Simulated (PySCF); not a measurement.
**A diatomic session: AlCd−**

Aim: find the lowest electronic state of AlCd−, scan its bond at several levels of theory, and get bond length, wavenumber and dissociation energy from each curve.

Program: PySCF 2.14.0. Level of theory: Al def2-SVPD, Cd def2-SVPD with ECP28, scalar-relativistic core potentials. These are calculated values, not measurements.

**1. The job**

The job is set up so:

* atoms: Al, Cd
* charge: -1
* basis: Al def2-SVPD, Cd def2-SVPD with ECP28
* Hamiltonian: scalar-relativistic core potentials
* basis functions: 58
* electrons treated: 34
* masses in u: 26.9815, 113.9034
* levels: PBE0, PBE, r²SCAN, LDA
* grid: 80 radial by 434 angular points
* occupations: held fixed by the projection of orbital angular momentum
* dissociation limit: Al− + Cd, each in its ground configuration
* starting distance in angstrom: 2.695
* values of 2S to try: 0, 2

The run is started by

```bash
OMP_NUM_THREADS=1 python dia.py task.json out
```

The runs that follow: The PBE0 curve of the lowest state; PBE (GGA); r²SCAN; LDA.

Q: Predict the outcome of this session. Wanted: for each run, Re; ωe; De; μ.

**Answer**, as computed:

Lowest PBE0 solution found, without spin–orbit coupling: ³Σ⁻ (triplet), unpaired electrons π ↑↑.

```csv
level,Re (Å),ωe (cm⁻¹),De (eV),μ (D)
LDA,2.580,228.7,1.61,4.51
PBE,2.674,199.8,1.20,5.17
r²SCAN,2.630,214.8,1.22,5.04
PBE0,2.681,197.1,1.07,5.39
```

De is counted to Al− + Cd in their ground configurations. A positive dipole points from Al to Cd; in an ion it is taken about the centre of mass and does not tell which atom is negative.

The methods spread over 0.101 Å in bond length, from LDA to PBE0. Among the levels with a De in the table, it runs from 1.07 eV (PBE0) to 1.61 eV (LDA).

With some functionals the highest level of the anion is positive, mostly a sign of self-interaction error; the finite basis then holds the extra electron, and no neutral molecule was run to test the binding. Spin–orbit coupling is left out.
